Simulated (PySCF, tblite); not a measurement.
# C5H11B2Cl2N: geometry, infrared bands and NMR shifts

Aim: predict the infrared bands and NMR shifts of C5H11B2Cl2N (`C[N+]1(C)[BH2-]C(B(Cl)Cl)=CC1`).

Computed with tblite 0.8.0 and PySCF 2.14.0, with density-fitted response routines of our own, on a single molecule in the gas phase. Atoms are numbered from 0 throughout.

### Step 1. The starting structure

21 atoms, charge 0, multiplicity 1; geometry from: force field or distance geometry start.

Bonds of the start (Å): C0–N1 1.45, N1–C2 1.43, N1–B3 1.51, B3–C4 1.58, C4–B5 1.57, B5–Cl6 1.87, B5–Cl7 1.85, C4–C8 1.33, C8–C9 1.48, C9–N1 1.46, C0–H10 1.11, C0–H11 1.11, C0–H12 1.12, C2–H13 1.12, C2–H14 1.10, C2–H15 1.10, B3–H16 1.21, B3–H17 1.17, C8–H18 1.10, C9–H19 1.13, C9–H20 1.10.

### Step 2. Optimising the geometry with GFN2-xTB

The job: settings as JSON, then the geometry in Å.

```
{"job": {"kind": "relax", "xc": "GFN2-xTB", "basis": "xTB"}, "charge": 0, "multiplicity": 1}
C     -1.183200    -0.841100    -1.171300
N     -0.796900    -0.063300    -0.007200
C     -1.985600     0.539100     0.521700
B      0.268300     0.965500    -0.316200
C      1.549500     0.327400     0.356600
B      3.015700     0.861900     0.232600
Cl     4.449800    -0.302200    -0.033500
Cl     3.280200     2.610200    -0.308700
C      1.216000    -0.758200     1.040700
C     -0.244000    -1.007800     0.966400
H     -1.161800    -0.222300    -2.095800
H     -0.560000    -1.760300    -1.244200
H     -2.217700    -1.208500    -0.971300
H     -2.082400     0.415900     1.633200
H     -1.934800     1.628000     0.359500
H     -2.857700     0.047000     0.059000
H      0.030300     1.965800     0.328600
H      0.391800     1.192600    -1.457400
H      1.952400    -1.358900     1.593700
H     -0.359600    -2.038100     0.529200
H     -0.779300    -0.975700     1.924900
```

Launch:

```bash
OMP_NUM_THREADS=1 python probes_run.py task.json out
```

One launch serves the whole session: the jobs run in the order shown.

Output:

```text
step      E/eV     max force
  0    -838.56772    2.609
  1    -839.01587    1.474
  2    -839.30825    1.028
  3    -839.41128    0.725
  4    -839.47596    0.548
  5    -839.51838    0.437
  6    -839.55089    0.412
  7    -839.57885    0.500
  8    -839.59679    0.353
  9    -839.60856    0.232
 10    -839.61864    0.235
 11    -839.62918    0.357
 12    -839.64022    0.380
 13    -839.65246    0.244
 14    -839.66685    0.282
 15    -839.68513    0.345
 16    -839.70839    0.453
 17    -839.73363    0.365
 18    -839.75358    0.280
 19    -839.76730    0.280
 20    -839.78151    0.394
 21    -839.79961    0.435
 22    -839.81791    0.361
 23    -839.83146    0.335
 24    -839.83529    0.467
 25    -839.85039    0.259
 26    -839.85996    0.184
 27    -839.87734    0.198
 28    -839.88862    0.264
 29    -839.89701    0.211
 30    -839.90522    0.189
 31    -839.91101    0.193
 32    -839.91496    0.160
 33    -839.91959    0.145
 34    -839.92450    0.145
 35    -839.92925    0.144
 36    -839.93275    0.148
 37    -839.93541    0.154
 38    -839.93780    0.147
 39    -839.94059    0.148
 40    -839.94365    0.141
 41    -839.94714    0.124
 42    -839.94901    0.105
 43    -839.95183    0.105
 44    -839.95471    0.151
 45    -839.95777    0.136
 46    -839.96004    0.080
 47    -839.96175    0.083
 48    -839.96329    0.094
 49    -839.96483    0.111
 50    -839.96614    0.071
 51    -839.96713    0.082
 52    -839.96799    0.068
 53    -839.96895    0.103
 54    -839.97013    0.106
 55    -839.97146    0.070
 56    -839.97245    0.086
 57    -839.97349    0.086
 58    -839.97464    0.076
 59    -839.97579    0.079
 60    -839.97665    0.065
 61    -839.97724    0.055
 62    -839.97772    0.053
 63    -839.97822    0.052
 64    -839.97874    0.047
 65    -839.97919    0.046
 66    -839.97955    0.040
 67    -839.97989    0.058
 68    -839.98027    0.068
 69    -839.98081    0.066
 70    -839.98137    0.067
 71    -839.98194    0.057
 72    -839.98246    0.049
 73    -839.98299    0.058
 74    -839.98359    0.067
 75    -839.98422    0.068
 76    -839.98476    0.048
 77    -839.98518    0.050
 78    -839.98559    0.047
 79    -839.98606    0.058
 80    -839.98659    0.061
 81    -839.98713    0.074
 82    -839.98769    0.071
 83    -839.98835    0.070
 84    -839.98909    0.079
 85    -839.98978    0.056
 86    -839.99032    0.058
 87    -839.99081    0.054
 88    -839.99136    0.069
 89    -839.99192    0.063
 90    -839.99232    0.036
 91    -839.99252    0.028
 92    -839.99263    0.025
 93    -839.99272    0.020
 94    -839.99277    0.013
 95    -839.99280    0.011
 96    -839.99282    0.011
 97    -839.99285    0.013
 98    -839.99288    0.013
 99    -839.99292    0.013
100    -839.99295    0.013
101    -839.99297    0.012
102    -839.99300    0.015
103    -839.99304    0.016
104    -839.99308    0.014
105    -839.99311    0.010
106    -839.99313    0.009
```

It took 4.6 s on 1 thread of Intel Xeon at 2.50GHz, shared host.

Along the way: (not every step is listed)

```csv
step,energy from step 0 (eV),largest force (eV/Å)
0,0.0000,2.6093
1,-0.4481,1.4739
2,-0.7405,1.0282
3,-0.8436,0.7251
4,-0.9082,0.5479
5,-0.9507,0.4372
6,-0.9832,0.4124
7,-1.0111,0.4997
8,-1.0291,0.3525
17,-1.1659,0.3651
26,-1.2922,0.1838
35,-1.3615,0.1442
44,-1.3870,0.1509
53,-1.4012,0.1034
62,-1.4100,0.0530
71,-1.4142,0.0569
80,-1.4189,0.0610
89,-1.4242,0.0627
98,-1.4252,0.0126
101,-1.4253,0.0124
102,-1.4253,0.0146
103,-1.4253,0.0163
104,-1.4254,0.0140
105,-1.4254,0.0095
106,-1.4254,0.0087
```

Close pairs (by a distance rule), those that changed most:

```csv
bond,before (Å),after (Å),change (Å)
N1–B3,1.513,1.657,+0.144
B5–Cl7,1.849,1.719,-0.130
B5–Cl6,1.866,1.738,-0.128
C2–H13,1.122,1.088,-0.035
B3–C4,1.582,1.615,+0.033
C9–H19,1.125,1.096,-0.030
C4–B5,1.566,1.537,-0.028
C0–H10,1.113,1.087,-0.025
```

The final coordinates are the input of the step that follows.

### Step 3. Vibrational analysis with GFN2-xTB

The job: settings as JSON, then the geometry in Å.

```
{"job": {"kind": "ir", "xc": "GFN2-xTB", "basis": "xTB"}, "charge": 0, "multiplicity": 1}
C     -0.968581    -0.777590    -1.203297
N     -0.862869    -0.047434     0.058112
C     -2.177512     0.447937     0.445247
B      0.264400     1.156168    -0.098813
C      1.579259     0.288545     0.255754
B      3.043591     0.656470    -0.034058
Cl     4.283720    -0.559734    -0.099084
Cl     3.518186     2.280684    -0.339231
C      1.201393    -0.825869     0.897555
C     -0.281250    -0.936434     1.079365
H     -1.322343    -0.108697    -1.984086
H      0.015076    -1.148283    -1.482300
H     -1.660831    -1.619266    -1.110121
H     -2.099204     0.996672     1.381161
H     -2.543266     1.130599    -0.319171
H     -2.889676    -0.373662     0.564345
H      0.049463     1.963124     0.747752
H      0.205646     1.589880    -1.199776
H      1.848940    -1.578410     1.323402
H     -0.661188    -1.959847     0.986990
H     -0.551874    -0.557909     2.070826
```

Output:

```text
mode    cm-1     km/mol
  1      15.5      0.72
  2      65.8      1.96
  3      87.9      0.48
  4     159.4      1.20
  5     191.3      3.41
  6     231.0      0.71
  7     248.4      0.44
  8     294.2      1.09
  9     311.4      0.68
 10     332.0      5.31
 11     353.8      5.07
 12     384.8      1.43
 13     426.8      0.11
 14     451.3      2.26
 15     477.8     17.92
 16     567.5      5.95
 17     619.7     36.39
 18     700.4     36.76
 19     736.5     84.71
 20     765.7      7.20
 21     843.5     53.52
 22     856.7     39.82
 23     901.9     19.91
 24     935.5      2.24
 25     957.6      6.49
 26    1023.3      9.57
 27    1029.1      5.76
 28    1050.7     12.21
 29    1055.7     89.19
 30    1085.9     15.71
 31    1127.3      7.42
 32    1160.7    213.15
 33    1192.9     24.71
 34    1224.3     35.16
 35    1228.0     12.26
 36    1258.0      5.01
 37    1262.9      4.50
 38    1306.5      0.95
 39    1404.6      3.87
 40    1421.9      2.78
 41    1450.4      3.54
 42    1469.4      4.39
 43    1477.3      7.73
 44    1478.9      5.01
 45    1493.1     12.26
 46    1609.8    119.49
 47    2467.9    157.02
 48    2510.3    152.63
 49    2917.0     27.37
 50    2938.2     34.05
 51    2958.7     10.74
 52    2961.9     87.75
 53    3034.9      6.78
 54    3041.3      5.83
 55    3043.6     14.97
 56    3046.3     14.66
 57    3061.1     44.19
```

Wall time 3.8 s (1 thread of Intel Xeon at 2.50GHz, shared host).

Which atoms move in the most intense modes:

```csv
cm⁻¹,km/mol,atoms
736,84.7,B5 56 %
844,53.5,"B5 32 %, B3 24 %, C4 14 %"
1056,89.2,"H17 27 %, H16 24 %, B3 14 %"
1161,213.2,"C4 43 %, B5 30 %"
1610,119.5,"C4 49 %, C8 47 %"
2468,157.0,H16 92 %
2510,152.6,H17 92 %
2962,87.8,"H15 69 %, H12 24 %"
```

### Step 4. Shielding tensors: PBE0/pcSseg-1

Same as in step 3 but for these lines:

```diff
@@ -1,2 +1,2 @@
-{"job": {"kind": "ir", "xc": "GFN2-xTB", "basis": "xTB"}, "charge": 0, "multiplicity": 1}
+{"job": {"kind": "nmr", "xc": "PBE0", "basis": "pcSseg-1"}, "charge": 0, "multiplicity": 1}
 C     -0.968581    -0.777590    -1.203297
```

Method: GIAO PBE0/pcSseg-1 NMR shielding, non-relativistic, gas phase.

Output:

```text
coarse grid: 18736 points
cycle   1  E = -1221.1958224445  dE =  1.411e+00  |g| = 5.379e-01  |ddm| = 4.047e+00
cycle   2  E = -1221.1686663191  dE =  2.716e-02  |g| = 6.563e-01  |ddm| = 1.300e+00
cycle   3  E = -1221.2766507737  dE = -1.080e-01  |g| = 1.153e-01  |ddm| = 7.453e-01
cycle   4  E = -1221.2791360368  dE = -2.485e-03  |g| = 5.890e-02  |ddm| = 1.355e-01
cycle   5  E = -1221.2799913636  dE = -8.553e-04  |g| = 1.251e-02  |ddm| = 6.244e-02
cycle   6  E = -1221.2800302183  dE = -3.885e-05  |g| = 3.449e-03  |ddm| = 1.544e-02
cycle   7  E = -1221.2800326031  dE = -2.385e-06  |g| = 1.247e-03  |ddm| = 4.038e-03
final grid: 172032 points
cycle   8  E = -1221.3331185776  dE = -7.542e-05  |g| = 9.877e-03  |ddm| = 4.493e-02
cycle   9  E = -1221.3331097757  dE =  8.802e-06  |g| = 1.126e-02  |ddm| = 2.135e-02
cycle  10  E = -1221.3331433506  dE = -3.357e-05  |g| = 1.496e-03  |ddm| = 1.239e-02
cycle  11  E = -1221.3331437639  dE = -4.133e-07  |g| = 3.930e-04  |ddm| = 1.439e-03
cycle  12  E = -1221.3331437927  dE = -2.877e-08  |g| = 7.532e-05  |ddm| = 2.512e-04
cycle  13  E = -1221.3331437937  dE = -9.684e-10  |g| = 3.034e-05  |ddm| = 9.648e-05
converged SCF energy = -1221.3331437937

GIAO shielding tensors (ppm)
atom      isotropic    diamagn.    paramagn.     s11        s22        s33       span
  0 C      136.242     248.966    -112.724     97.944    125.581    185.203     87.259
  1 N      201.500     322.000    -120.501    175.676    200.071    228.752     53.075
  2 C      135.810     245.678    -109.868    105.282    119.108    183.039     77.757
  3 B      105.702     189.081     -83.379     82.251     96.398    138.456     56.205
  4 C       11.263     263.104    -251.841    -82.069    -37.179    153.038    235.107
  5 B       45.869     190.851    -144.981     11.650     38.602     87.355     75.705
  6 Cl     716.595    1146.422    -429.827    455.714    783.518    910.554    454.839
  7 Cl     687.469    1146.589    -459.120    427.379    730.559    904.470    477.090
  8 C       37.956     256.866    -218.910    -70.278     54.497    129.649    199.927
  9 C      114.155     252.060    -137.905     81.348    105.144    155.974     74.627
 10 H       29.212      31.029      -1.817     25.222     27.072     35.341     10.120
 11 H       28.517      31.675      -3.158     23.672     28.817     33.061      9.389
 12 H       29.840      31.038      -1.198     26.117     27.015     36.387     10.270
 13 H       28.758      29.804      -1.047     24.716     26.800     34.757     10.041
 14 H       28.802      29.369      -0.568     24.706     26.228     35.472     10.766
 15 H       29.286      29.243       0.044     25.264     26.510     36.085     10.821
 16 H       28.659      32.398      -3.739     24.433     28.670     32.875      8.442
 17 H       28.995      32.936      -3.941     24.541     28.468     33.976      9.435
 18 H       25.142      32.911      -7.769     22.900     24.467     28.059      5.158
 19 H       28.378      32.355      -3.977     24.439     27.060     33.636      9.197
 20 H       27.839      31.908      -4.070     23.817     27.265     32.433      8.616
```

It took 2.5 min on 1 thread of Intel Xeon at 2.50GHz, shared host; peak memory 1.1 GiB.

Shifts follow as δ = σ(reference) − σ, with reference shieldings (ppm) from runs at the same level and on the same kind of geometry: 1H TMS 31.72, 13C TMS 186.9, 15N NH3 267.7, 11B BF3·OEt2 100.1, 35Cl HCl 950. The references are single molecules in the gas phase, so shifts against H2O, NH3, PH3, H3PO4 or CFCl3 are not on the usual liquid scales and can be off by tens of ppm. Atoms listed in one row are averaged.

```csv
atoms,environment,σ (ppm),δ (ppm),δ scaled to CDCl3
C4,fully substituted alkene carbon,11.3,175.7,169.5
C8,alkene CH,38.0,149.0,143.5
C9,allylic sp3 CH2 bonded to N,114.2,72.8,69.1
"C0, C2",methyl carbon bonded to N,136.0,50.9,47.8
H18,hydrogen on an alkene CH,25.14,6.58,6.30
"H19, H20",hydrogen on an allylic sp3 CH2 bonded to N,28.11,3.61,3.51
"H16, H17","hydrogen on a boron bonded to C, N, in a 5-membered ring",28.83,2.89,–
"H10, H11, H12, H13, H14, H15",hydrogen on a methyl carbon bonded to N,29.07,2.65,2.60
N1,donor nitrogen of a Lewis adduct,201.5,66.2,–
B5,"boron bonded to C, 2 Cl",45.9,54.2,–
B3,"boron bonded to C, N, 2 H, in a 5-membered ring",105.7,-5.6,–
"Cl6, Cl7",chlorine bonded to B,702,248,–
```

The scaled column applies a straight-line fit of computed shieldings to shifts measured in CDCl3, with any fitted terms for Cl, Br or S neighbours (root-mean-square error 0.16 ppm for H, 1.9 ppm for C).

Charges from the same density, by scheme (e):

```csv
atoms,Mulliken,IAO,Hirshfeld,ESP fit
"C0, C2",-0.08,-0.30,-0.05,-0.47
N1,-0.69,-0.01,0.05,0.15
B3,0.16,-0.23,-0.05,-0.07
C4,-0.43,-0.22,-0.15,0.05
B5,0.51,0.13,0.15,0.16
"Cl6, Cl7",-0.20,-0.06,-0.07,-0.13
C8,-0.16,-0.13,-0.04,-0.28
C9,0.04,-0.17,-0.01,0.03
```

Mayer bond orders: C0–N1 0.91, N1–C2 0.92, N1–B3 0.57, B3–C4 0.83, C4–B5 1.05, B5–Cl6 1.12, B5–Cl7 1.15, C4–C8 1.80, C8–C9 1.05, C9–N1 0.88.

Ring of atoms N1, B3, C4, C8, C9: NICS(0) -2.5, NICS(1) -3.0, NICS(1)zz -2.1 ppm (means of both faces; NICS(1) differs between them: -4.1 and -1.9).

### Step 5. Outcome

| quantity | value |
| --- | --- |
| strongest single infrared mode (GFN2-xTB) | 1161 cm⁻¹, 213 km/mol |
| zero-point energy (GFN2-xTB) | 101.1 kcal/mol |
| 13C shifts against TMS (PBE0/pcSseg-1, means over atoms taken as alike) | 175.7, 149.0, 72.8, 50.9 ppm |
| 1H shifts against TMS (PBE0/pcSseg-1, means over atoms taken as alike) | 6.58, 3.61, 2.89, 2.65 ppm |
| 15N shifts against NH3 (PBE0/pcSseg-1) | 66.2 ppm |
| 11B shifts against BF3·OEt2 (PBE0/pcSseg-1) | 54.2, -5.6 ppm |
| 35Cl shifts against HCl (PBE0/pcSseg-1, means over atoms taken as alike) | 248 ppm |

In words: The optimisation took 106 steps and gained 1.425 eV; among the close pairs (by a distance rule), N1–B3 changed most, from 1.513 to 1.657 Å. No mode is imaginary among the 57: a minimum at this level. The strongest single mode, at 1161 cm⁻¹, moves mainly C4 and B5. GFN2-xTB is a fitted tight-binding method: band positions and strengths are rough. Its intensities can rank the bands wrongly. The most deshielded hydrogen is H18 (hydrogen on an alkene CH), at 6.58 ppm: olefinic region. At PBE0/pcSseg-1: Shielding is most anisotropic at Cl6, Cl7 (span 466 ppm, paramagnetic term -444 ppm).
